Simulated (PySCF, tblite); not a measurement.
# P₁₀O₂₅: electronic excitations, NMR shifts

Aim: compute the electronic excitations, NMR shifts of P₁₀O₂₅.

Programs: tblite 0.8.0 and PySCF 2.14.0, with routines of our own; each step states its level. All values are computed. Atoms count from 0.

## Step 1: The system as given

35 atoms, charge 0, multiplicity 1; geometry from: force field, distance geometry or constructed start.

## Step 2: Geometry optimisation with GFN2-xTB

The job: settings as JSON, then the geometry in Å.

```
{"job": {"kind": "relax", "xc": "GFN2-xTB", "basis": "xTB"}, "charge": 0, "multiplicity": 1}
P      2.514300    -0.001800     1.473400
P      0.772300     2.389200     1.468100
P     -2.025000     1.472700     1.476000
P     -2.030900    -1.470600     1.468800
P      0.774500    -2.387800     1.478400
P      2.506100    -0.000500    -1.477600
P      0.775600     2.388300    -1.478300
P     -2.026800     1.477700    -1.473500
P     -2.027500    -1.477100    -1.475400
P      0.772700    -2.387400    -1.473400
O      2.062700     1.499000     1.852200
O     -0.791200     2.425300     1.854300
O     -2.555700     0.000700     1.859300
O      2.067000    -1.500800     1.851600
O     -0.790900    -2.422200     1.854500
O      3.152900     0.000600     0.006300
O      0.975300     3.002300     0.000900
O      2.063700     1.496800    -1.855300
O     -2.552900     1.856100     0.002500
O     -0.785900     2.428200    -1.851600
O     -2.554600    -1.850500     0.001500
O     -2.553200     0.001500    -1.854500
O      0.978300    -2.995800     0.006600
O      2.060600    -1.504500    -1.855800
O     -0.788200    -2.424700    -1.853400
O      3.762000    -0.000900     2.217300
O      1.165100     3.586000     2.214100
O     -3.049000     2.215400     2.216000
O     -3.047800    -2.214400     2.212800
O      1.165500    -3.583300     2.218200
O      3.771700     0.000600    -2.215900
O      1.162500     3.585000    -2.214600
O     -3.049400     2.214900    -2.216700
O     -3.046300    -2.216100    -2.211100
O      1.165600    -3.581900    -2.218100
```

On the command line:

```
> OMP_NUM_THREADS=4 python large_run.py task.json out
```

This one command runs all jobs of the session in turn.

Standard output:

```text
step      E/eV     max force
  0   -3472.48066    9.607
  1   -3479.97274   12.990
  2   -3491.86275    2.595
  3   -3494.48361    2.095
  4   -3495.01186    1.489
  5   -3495.50994    2.416
  6   -3495.97632    2.241
  7   -3496.47092    1.775
  8   -3496.69723    0.583
  9   -3496.73082    0.252
 10   -3496.74882    0.346
 11   -3496.77518    0.343
 12   -3496.78484    0.152
 13   -3496.78714    0.080
 14   -3496.78938    0.127
 15   -3496.79348    0.226
 16   -3496.79786    0.218
 17   -3496.80162    0.098
 18   -3496.80438    0.095
 19   -3496.80874    0.200
 20   -3496.82639    0.533
 21   -3496.91068    1.382
 22   -3496.96681    2.112
 23   -3497.36891    2.173
 24   -3497.13372    2.972
 25   -3497.64973    1.052
 26   -3497.68451    0.476
 27   -3497.73117    0.632
 28   -3497.74317    0.494
 29   -3497.76156    0.403
 30   -3497.77126    0.289
 31   -3497.77765    0.145
 32   -3497.77968    0.097
 33   -3497.78091    0.075
 34   -3497.78203    0.072
 35   -3497.78282    0.097
 36   -3497.78396    0.085
 37   -3497.78600    0.166
 38   -3497.79029    0.267
 39   -3497.79993    0.460
 40   -3497.81289    0.775
 41   -3497.84734    0.695
 42   -3497.97707    0.839
 43   -3498.08503    1.308
 44   -3498.20090    1.034
 45   -3498.31007    0.568
 46   -3498.46824    1.017
 47   -3498.63827    1.337
 48   -3498.82618    0.880
 49   -3498.96751    0.798
 50   -3499.11136    1.146
 51   -3499.21179    0.720
 52   -3499.30581    0.709
 53   -3499.36508    0.681
 54   -3499.41321    0.425
 55   -3499.46194    0.348
 56   -3499.49438    0.463
 57   -3499.52860    0.418
 58   -3499.55845    0.414
 59   -3499.59782    0.378
 60   -3499.64481    0.506
 61   -3499.69623    0.539
 62   -3499.74304    0.494
 63   -3499.78022    0.365
 64   -3499.80732    0.387
 65   -3499.83339    0.438
 66   -3499.86650    0.399
 67   -3499.88427    0.250
 68   -3499.90002    0.237
 69   -3499.91392    0.290
 70   -3499.93087    0.306
 71   -3499.95146    0.331
 72   -3499.97181    0.329
 73   -3499.98749    0.255
 74   -3500.00124    0.227
 75   -3500.01442    0.265
 76   -3500.02836    0.275
 77   -3500.04424    0.230
 78   -3500.05736    0.238
 79   -3500.06971    0.247
 80   -3500.08168    0.218
 81   -3500.09318    0.206
 82   -3500.10224    0.199
 83   -3500.10924    0.186
 84   -3500.11468    0.193
 85   -3500.12009    0.154
 86   -3500.12597    0.148
 87   -3500.13100    0.132
 88   -3500.13593    0.129
 89   -3500.14007    0.128
 90   -3500.14396    0.118
 91   -3500.14778    0.118
 92   -3500.15111    0.119
 93   -3500.15373    0.113
 94   -3500.15606    0.093
 95   -3500.15861    0.107
 96   -3500.16123    0.089
 97   -3500.16330    0.072
 98   -3500.16471    0.064
 99   -3500.16604    0.065
100   -3500.16759    0.077
101   -3500.16913    0.070
102   -3500.17029    0.062
103   -3500.17128    0.056
104   -3500.17246    0.062
105   -3500.17388    0.074
106   -3500.17519    0.062
107   -3500.17619    0.053
108   -3500.17701    0.054
109   -3500.17784    0.053
110   -3500.17862    0.048
111   -3500.17921    0.040
112   -3500.17968    0.037
113   -3500.18016    0.038
114   -3500.18071    0.037
115   -3500.18120    0.039
116   -3500.18156    0.032
117   -3500.18182    0.033
118   -3500.18201    0.027
119   -3500.18214    0.019
```

Wall time 10 s (4 threads of Arm Neoverse N1, shared host); peak memory 0.17 GiB.

The steps of the relaxation:

| step | energy from step 0 (eV) | largest force (eV/Å) |
| --- | --- | --- |
| 0 | 0.0000 | 9.6070 |
| 1 | -7.4921 | 12.9899 |
| 2 | -19.3821 | 2.5945 |
| 3 | -22.0030 | 2.0946 |
| 4 | -22.5312 | 1.4891 |
| 5 | -23.0293 | 2.4156 |
| 6 | -23.4957 | 2.2411 |
| 7 | -23.9903 | 1.7751 |
| 8 | -24.2166 | 0.5836 |
| 17 | -24.3210 | 0.0984 |
| 27 | -25.2505 | 0.6318 |
| 37 | -25.3053 | 0.1663 |
| 46 | -25.9876 | 1.0171 |
| 56 | -27.0137 | 0.4628 |
| 66 | -27.3858 | 0.3990 |
| 76 | -27.5477 | 0.2747 |
| 85 | -27.6394 | 0.1539 |
| 95 | -27.6779 | 0.1073 |
| 105 | -27.6932 | 0.0740 |
| 115 | -27.7005 | 0.0385 |
| 116 | -27.7009 | 0.0327 |
| 117 | -27.7012 | 0.0329 |
| 118 | -27.7013 | 0.0274 |
| 119 | -27.7015 | 0.0182 |

Distances of close pairs at the start and the end, largest changes first:

| bond | before (Å) | after (Å) | change (Å) |
| --- | --- | --- | --- |
| P8–O21 | 1.614 | 1.563 | -0.051 |
| P1–O11 | 1.611 | 1.564 | -0.047 |
| P5–O23 | 1.614 | 1.567 | -0.046 |
| P1–O10 | 1.614 | 1.569 | -0.045 |
| P7–O21 | 1.613 | 1.568 | -0.045 |
| P4–O13 | 1.611 | 1.568 | -0.044 |
| P0–O10 | 1.612 | 1.574 | -0.039 |
| P5–O15 | 1.619 | 1.580 | -0.039 |

The next job starts from the end point, and lists it.

## Step 3: Electronic excitations: TDA wB97X-D/def2-SVP

The job: settings as JSON, then the geometry in Å.

```
{"job": {"kind": "uv", "basis": "def2-SVP", "grid": 1, "kgrid": 0, "vcut": 1.5, "nstates": 6, "ntriplets": 2, "tda": true, "delta": [], "pop": true, "xc": "wB97X-D"}, "charge": 0, "multiplicity": 1}
P      2.731085     0.022771     1.362854
P      0.633803     2.102243     1.539153
P     -2.229437     1.492034     1.370800
P     -1.833506    -1.403323     1.287609
P      0.738191    -2.106357     1.469947
P      2.231116    -0.039455    -1.464997
P      0.761727     2.182749    -1.285116
P     -2.109682     1.650756    -1.384768
P     -1.798429    -1.267311    -1.538661
P      0.838694    -2.604040    -1.354897
O      1.474297     0.820407     1.873471
O     -0.697431     1.452706     1.038653
O     -2.619203    -0.042398     1.318713
O      2.133389    -1.430099     1.239376
O     -0.311504    -0.948941     1.204228
O      2.956590     0.439146    -0.145364
O      1.231299     2.602164     0.163022
O      0.800568     0.594852    -1.212350
O     -2.805890     2.026358    -0.008586
O     -0.776052     2.502562    -1.317105
O     -2.087809    -1.982945    -0.158704
O     -1.603215     0.204959    -1.050508
O      0.519237    -2.952842     0.153790
O      2.025514    -1.574978    -1.228614
O     -0.316613    -1.665499    -1.866008
O      3.902140     0.153767     2.174328
O      0.548785     3.086225     2.572985
O     -2.643574     2.198192     2.542749
O     -2.170462    -2.318390     2.330704
O      0.622871    -2.822761     2.699619
O      2.883760     0.287237    -2.692224
O      1.530259     2.789155    -2.324397
O     -2.897113     1.830982    -2.564182
O     -2.759322    -1.505859    -2.570196
O      1.089057    -3.754535    -2.167786
```

Level: TDA wB97X-D/def2-SVP, vertical, gas phase, core orbitals frozen in the response, virtual orbitals cut by energy.

Standard output:

```text
start: PBE on a coarse grid of 40671 points
cycle   1  E = -5285.1755217496  dE =  1.444e+01  |g| = 3.717e+00  |ddm| = 8.986e+00
cycle   2  E = -5259.1144477040  dE =  2.606e+01  |g| = 1.180e+01  |ddm| = 1.566e+01
cycle   3  E = -5286.5377330030  dE = -2.742e+01  |g| = 2.635e+00  |ddm| = 1.388e+01
cycle   4  E = -5287.6957300487  dE = -1.158e+00  |g| = 9.494e-01  |ddm| = 2.738e+00
cycle   5  E = -5287.8432871073  dE = -1.476e-01  |g| = 2.615e-01  |ddm| = 6.311e-01
cycle   6  E = -5287.8535881398  dE = -1.030e-02  |g| = 1.353e-01  |ddm| = 2.773e-01
cycle   7  E = -5287.8568614209  dE = -3.273e-03  |g| = 4.127e-02  |ddm| = 1.327e-01
cycle   8  E = -5287.8571200504  dE = -2.586e-04  |g| = 2.010e-02  |ddm| = 4.150e-02
cycle   9  E = -5287.8571975170  dE = -7.747e-05  |g| = 3.017e-03  |ddm| = 1.820e-02
final grid: 175254 points
cycle  10  E = -5291.6230251320  dE = -3.214e-02  |g| = 1.892e-01  |ddm| = 6.719e-01
cycle  11  E = -5291.6191232370  dE =  3.902e-03  |g| = 2.384e-01  |ddm| = 3.487e-01
cycle  12  E = -5291.6294791532  dE = -1.036e-02  |g| = 3.894e-02  |ddm| = 2.181e-01
cycle  13  E = -5291.6297431291  dE = -2.640e-04  |g| = 1.116e-02  |ddm| = 3.066e-02
cycle  14  E = -5291.6297691050  dE = -2.598e-05  |g| = 1.845e-03  |ddm| = 1.185e-02
cycle  15  E = -5291.6297669221  dE =  2.183e-06  |g| = 7.323e-04  |ddm| = 2.345e-03
cycle  16  E = -5291.6297641345  dE =  2.788e-06  |g| = 1.925e-04  |ddm| = 7.126e-04
cycle  17  E = -5291.6297689192  dE = -4.785e-06  |g| = 4.417e-05  |ddm| = 2.532e-04
converged SCF energy = -5291.6297689192

Static polarisability (au): isotropic 181.388, principal 174.932 180.683 188.550

Singlet excitations
state   eV       nm        f      main configurations
  1   8.8936    139.4   0.02435   H-1->L 0.42, H->L 0.12
  2   8.9031    139.3   0.05439   H->L 0.44, H-1->L 0.11
  3   9.0162    137.5   0.00993   H-4->L 0.19, H-7->L 0.13, H-2->L 0.12
  4   9.0476    137.0   0.02984   H-2->L 0.29, H-2->L+1 0.09, H-4->L 0.09
  5   9.0691    136.7   0.00297   H-5->L 0.38, H-2->L+3 0.09
  6   9.1090    136.1   0.01230   H-3->L 0.40, H-4->L+3 0.08

Triplet excitations (Tamm-Dancoff, eV): 8.4665 8.4678
```

Wall time 3 min (4 threads of Arm Neoverse N1, shared host); peak memory 2.8 GiB.

The orbitals next to the gap, with their largest atomic shares:

| orbital | eV | atoms |
| --- | --- | --- |
| HOMO−4 | -12.96 | O31 13 %, O27 12 %, O32 12 % |
| HOMO−3 | -12.94 | O34 24 %, O25 22 %, O29 7 % |
| HOMO−2 | -12.91 | O34 22 %, O25 20 %, O29 7 % |
| HOMO−1 | -12.68 | O30 21 %, O29 18 %, O31 16 % |
| HOMO | -12.66 | O29 25 %, O30 22 %, O28 16 % |
| LUMO | 0.31 | P2 6 %, P7 6 %, P3 6 % |
| LUMO+1 | 1.00 | P2 8 %, P7 8 %, P4 7 % |
| LUMO+2 | 1.21 | P4 13 %, P5 12 %, P0 10 % |
| LUMO+3 | 1.34 | P1 10 %, P8 10 %, P6 7 % |

With each of the 6 states as a Gaussian band of 0.4 eV half-width at 1/e, the curve within the window shown has maxima at 139 nm (ε 5,200) L/(mol cm). Beyond the last state computed it falls off for lack of states. The curve at chosen wavelengths:

```json
{"nm": "132", "ε (L/mol/cm)": "1662"}
{"nm": "133", "ε (L/mol/cm)": "2320"}
{"nm": "134", "ε (L/mol/cm)": "3047"}
{"nm": "135", "ε (L/mol/cm)": "3774"}
{"nm": "136", "ε (L/mol/cm)": "4419"}
{"nm": "137", "ε (L/mol/cm)": "4904"}
{"nm": "138", "ε (L/mol/cm)": "5169"}
{"nm": "139", "ε (L/mol/cm)": "5184"}
{"nm": "140", "ε (L/mol/cm)": "4958"}
{"nm": "141", "ε (L/mol/cm)": "4530"}
{"nm": "142", "ε (L/mol/cm)": "3961"}
{"nm": "143", "ε (L/mol/cm)": "3321"}
{"nm": "144", "ε (L/mol/cm)": "2673"}
{"nm": "145", "ε (L/mol/cm)": "2069"}
{"nm": "146", "ε (L/mol/cm)": "1542"}
{"nm": "147", "ε (L/mol/cm)": "1109"}
{"nm": "148", "ε (L/mol/cm)": "770"}
{"nm": "149", "ε (L/mol/cm)": "517"}
```

Further results of this job:

| property | computed |
| --- | --- |
| dipole moment (D) | 0.73 |
| polarisability (Å³) | 26.88 |
| HOMO–LUMO gap (eV) | 12.96 |
| −ε(HOMO) (eV) | 12.66 |

## Step 4: NMR shifts: GIAO KT3/pcSseg-1

The job, as its differences from that of step 3:

```diff
@@ -1,2 +1,2 @@
-{"job": {"kind": "uv", "basis": "def2-SVP", "grid": 1, "kgrid": 0, "vcut": 1.5, "nstates": 6, "ntriplets": 2, "tda": true, "delta": [], "pop": true, "xc": "wB97X-D"}, "charge": 0, "multiplicity": 1}
+{"job": {"kind": "nmr", "xc": "KT3", "basis": "pcSseg-1", "pop": false}, "charge": 0, "multiplicity": 1}
 P      2.731085     0.022771     1.362854
```

Method: GIAO KT3/pcSseg-1 NMR shielding, non-relativistic, gas phase.

Standard output:

```text
start: PBE on a coarse grid of 40671 points
cycle   1  E = -5287.9192298777  dE =  1.449e+01  |g| = 3.875e+00  |ddm| = 8.045e+00
cycle   2  E = -5263.5129165889  dE =  2.441e+01  |g| = 1.166e+01  |ddm| = 1.377e+01
cycle   3  E = -5289.0748538137  dE = -2.556e+01  |g| = 2.846e+00  |ddm| = 1.258e+01
cycle   4  E = -5290.4215279449  dE = -1.347e+00  |g| = 9.088e-01  |ddm| = 2.506e+00
cycle   5  E = -5290.5424977486  dE = -1.210e-01  |g| = 2.836e-01  |ddm| = 5.088e-01
cycle   6  E = -5290.5537885852  dE = -1.129e-02  |g| = 1.488e-01  |ddm| = 2.562e-01
cycle   7  E = -5290.5575140012  dE = -3.725e-03  |g| = 4.529e-02  |ddm| = 1.295e-01
cycle   8  E = -5290.5578111973  dE = -2.972e-04  |g| = 2.112e-02  |ddm| = 3.957e-02
cycle   9  E = -5290.5578883762  dE = -7.718e-05  |g| = 3.545e-03  |ddm| = 1.693e-02
final grid: 354984 points
cycle  10  E = -5344.4855840940  dE = -9.777e-02  |g| = 5.441e-01  |ddm| = 8.723e-01
cycle  11  E = -5344.4365131765  dE =  4.907e-02  |g| = 6.924e-01  |ddm| = 7.139e-01
cycle  12  E = -5344.4976075787  dE = -6.109e-02  |g| = 3.377e-01  |ddm| = 6.970e-01
cycle  13  E = -5344.5164221059  dE = -1.881e-02  |g| = 1.215e-01  |ddm| = 3.415e-01
cycle  14  E = -5344.5190738325  dE = -2.652e-03  |g| = 8.627e-03  |ddm| = 8.025e-02
cycle  15  E = -5344.5190843942  dE = -1.056e-05  |g| = 4.682e-03  |ddm| = 9.184e-03
cycle  16  E = -5344.5190873630  dE = -2.969e-06  |g| = 1.012e-03  |ddm| = 4.156e-03
cycle  17  E = -5344.5190879625  dE = -5.995e-07  |g| = 6.100e-04  |ddm| = 1.110e-03
cycle  18  E = -5344.5190862516  dE =  1.711e-06  |g| = 1.144e-04  |ddm| = 4.932e-04
cycle  19  E = -5344.5190876854  dE = -1.434e-06  |g| = 3.808e-05  |ddm| = 1.142e-04
converged SCF energy = -5344.5190876854

GIAO shielding tensors (ppm)
atom      isotropic    diamagn.    paramagn.     s11        s22        s33       span
  0 P      418.507     975.005    -556.498    297.603    302.113    655.804    358.201
  1 P      417.638     980.393    -562.755    292.338    318.012    642.563    350.225
  2 P      410.364     978.509    -568.145    283.954    311.412    635.725    351.771
  3 P      407.925     979.665    -571.740    288.500    308.239    627.036    338.536
  4 P      409.493     980.583    -571.090    288.849    300.663    638.967    350.118
  5 P      409.650     980.608    -570.959    288.972    300.440    639.537    350.565
  6 P      407.840     979.616    -571.776    288.490    308.209    626.820    338.330
  7 P      410.541     978.490    -567.948    284.120    311.401    636.103    351.984
  8 P      418.036     980.295    -562.259    292.611    318.390    643.108    350.497
  9 P      418.533     974.998    -556.466    297.542    302.229    655.827    358.285
 10 O      175.781     419.968    -244.188    142.290    153.246    231.806     89.515
 11 O      168.485     437.981    -269.496    142.257    160.929    202.270     60.014
 12 O      175.496     412.166    -236.670    140.033    157.874    228.581     88.548
 13 O      176.884     415.709    -238.825    143.530    159.503    227.620     84.090
 14 O      145.082     437.581    -292.499    126.591    147.029    161.625     35.034
 15 O      169.818     411.388    -241.570    135.142    148.168    226.144     91.002
 16 O      167.876     410.666    -242.789    137.344    142.689    223.596     86.252
 17 O      145.104     437.388    -292.283    126.433    147.071    161.810     35.377
 18 O      163.873     403.812    -239.939    136.014    141.463    214.141     78.127
 19 O      175.578     412.306    -236.728    140.351    157.943    228.439     88.088
 20 O      167.758     410.623    -242.865    137.056    142.815    223.405     86.348
 21 O      169.041     437.766    -268.725    142.473    160.972    203.678     61.205
 22 O      169.528     411.140    -241.612    134.897    147.876    225.811     90.914
 23 O      176.948     415.859    -238.912    143.556    159.529    227.757     84.201
 24 O      176.098     419.925    -243.827    142.297    153.425    232.573     90.276
 25 O      149.376     389.257    -239.880    117.854    129.761    200.513     82.659
 26 O      156.274     393.288    -237.014    127.186    131.616    210.021     82.834
 27 O      158.645     393.237    -234.593    128.630    136.956    210.347     81.717
 28 O      143.845     394.163    -250.318    118.904    132.709    179.922     61.018
 29 O      138.868     393.650    -254.782    109.365    126.817    180.422     71.057
 30 O      138.695     393.611    -254.917    108.933    126.837    180.315     71.381
 31 O      143.776     394.108    -250.332    118.736    133.032    179.561     60.826
 32 O      158.576     393.210    -234.634    127.910    137.143    210.675     82.765
 33 O      156.312     393.207    -236.895    126.971    131.624    210.341     83.370
 34 O      149.354     389.262    -239.908    117.824    129.687    200.552     82.728
```

Run time: 54 s. Hardware: 4 threads of Arm Neoverse N1, shared host; peak memory 2 GiB.

Shifts follow as δ = σ(reference) − σ, with reference shieldings (ppm) from runs at the same level and on the same kind of geometry: ¹⁷O H2O 330.8, ³¹P PH3 612.2. The references are single molecules in the gas phase, so shifts against H2O, NH3, PH3, H3PO4 or CFCl3 are not on the usual liquid scales and can be off by tens of ppm. Atoms listed in one row are averaged.

| atoms | environment | σ (ppm) | δ (ppm) |
| --- | --- | --- | --- |
| P3, P6 | phosphorus bonded to 4 O | 407.9 | 204.3 |
| P4, P5 | phosphorus bonded to 4 O | 409.6 | 202.6 |
| P2, P7 | phosphorus bonded to 4 O | 410.5 | 201.7 |
| P1, P8 | phosphorus bonded to 4 O | 417.8 | 194.3 |
| P0, P9 | phosphorus bonded to 4 O | 418.5 | 193.7 |
| O29, O30 | oxygen bonded to P | 138.8 | 192.0 |
| O28, O31 | oxygen bonded to P | 143.8 | 187.0 |
| O14, O17 | oxygen bonded to 2 P | 145.1 | 185.7 |
| O25, O34 | oxygen bonded to P | 149.4 | 181.4 |
| O26, O33 | oxygen bonded to P | 156.3 | 174.5 |
| O27, O32 | oxygen bonded to P | 158.6 | 172.2 |
| O18 | oxygen bonded to 2 P | 163.9 | 166.9 |
| O16, O20 | oxygen bonded to 2 P | 167.8 | 163.0 |
| O11, O21 | oxygen bonded to 2 P | 168.8 | 162.0 |
| O15, O22 | oxygen bonded to 2 P | 169.7 | 161.1 |
| O12, O19 | oxygen bonded to 2 P | 175.5 | 155.3 |
| O10, O24 | oxygen bonded to 2 P | 175.9 | 154.8 |
| O13, O23 | oxygen bonded to 2 P | 176.9 | 153.9 |

Ring of atoms P0, P1, P5, P6, O10, O15, O16, O17: NICS(0) -2.2, NICS(1) -2.7, NICS(1)zz 2.5 ppm (means of both faces).

Ring of atoms P0, P4, P5, P9, O13, O15, O22, O23: NICS(0) -4.8, NICS(1) -2.6, NICS(1)zz -0.6 ppm (means of both faces).

Ring of atoms P1, P2, P6, P7, O11, O16, O18, O19: NICS(0) -5.3, NICS(1) -2.7, NICS(1)zz -0.5 ppm (means of both faces; NICS(1) differs between them: -3.8 and -1.5).

## Step 5: Results

| quantity | value |
| --- | --- |
| lowest singlet (wB97X-D/def2-SVP) | 8.89 eV (139 nm), f = 0.024 |
| brightest single state of those computed | state 2, 8.90 eV, f = 0.054 |
| lowest triplet | 8.47 eV |
| ³¹P shifts against PH3 (KT3/pcSseg-1, means over atoms taken as alike) | 204.3, 202.6, 201.7, 194.3, 193.7 ppm |
| ¹⁷O shifts against H2O (KT3/pcSseg-1, means over atoms taken as alike) | 192.0, 187.0, 185.7, 181.4, 174.5, 172.2, 166.9, 163.0, 162.0, 161.1, 155.3, 154.8, 153.9 ppm |

**Reading.** The first singlet state (HOMO−1→LUMO 0.42, HOMO→LUMO 0.12) lies at 8.89 eV and is weak; of the 6 states computed, the strongest absorption comes from states 1 to 2 together at 8.90 eV. The lowest triplet lies 0.43 eV below the lowest singlet. The basis of wB97X-D/def2-SVP has no diffuse functions, so Rydberg states are missing and the high states are unreliable.
